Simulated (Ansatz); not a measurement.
CHClSe, SMILES ClC=[Se], an active-space calculation

Program: Ansatz 0.2.0, Python API.

At the Python prompt:
```pycon
>>> import ansatz as az
>>> geometry_ang = [
...     ("Cl", (1.329, -0.0569, -0.9731)),
...     ("C", (-0.0068, -0.0996, 0.2059)),
...     ("Se", (-1.5204, 0.6494, -0.4177)),
...     ("H", (0.2537, -0.5531, 1.1646)),
... ]
>>> geometry = az.Crystal.molecule()
>>> for symbol, xyz in geometry_ang:
...     geometry = geometry.atom(symbol, xyz)
...
>>> calculation = (
...     geometry.calculation()
...     .basis(gaussian="def2-SVP")
...     .correlation(active_electrons=2, active_orbitals=2)
... )
>>> for method in [None, "sc_nevpt2"]:
...     data = (calculation if method is None else calculation.correlation(method)).run(threads=1).report
...     space = data["configurations"]
...     state = space["states"][0]
...     print(method or "casscf", f"total {data['free_energy_ev'] / 27.211386246:.6f} Ha, active-space state {state['energy']['hartree']:.6f} Ha, mean field {data['reference_energy_ev'] / 27.211386246:.6f} Ha")
...     print("  determinants", state["n_determinants"], " natural occupations", [round(n, 3) for n in space["natural_occupations"]])
...
casscf total -2897.293563 Ha, active-space state -2897.293563 Ha, mean field -2897.260780 Ha
  determinants 4  natural occupations [1.839, 0.161]
sc_nevpt2 total -2897.769683 Ha, active-space state -2897.293561 Ha, mean field -2897.260780 Ha
  determinants 4  natural occupations [1.839, 0.161]
>>> print("effectively unpaired electrons, sum of min(n, 2 - n):", round(sum(min(n, 2 - n) for n in space["natural_occupations"]), 3))
effectively unpaired electrons, sum of min(n, 2 - n): 0.321
```

Reading the output:
- Total energies depend on the basis set; only differences at equal settings carry meaning.
- The geometry is a force-field or estimated start, not a minimum of this method, and the basis set is short of its limit. The active space starts as a window about the frontier orbitals and is then optimised, not chosen by chemistry.
- Wall time of the script: 4.8 s on 1 thread of Intel(R) Xeon(R) 6975P-C (Granite Rapids) (shared host), peak memory 0.21 GiB.

(Lines on the test bed's own set-up are left out of the output.)
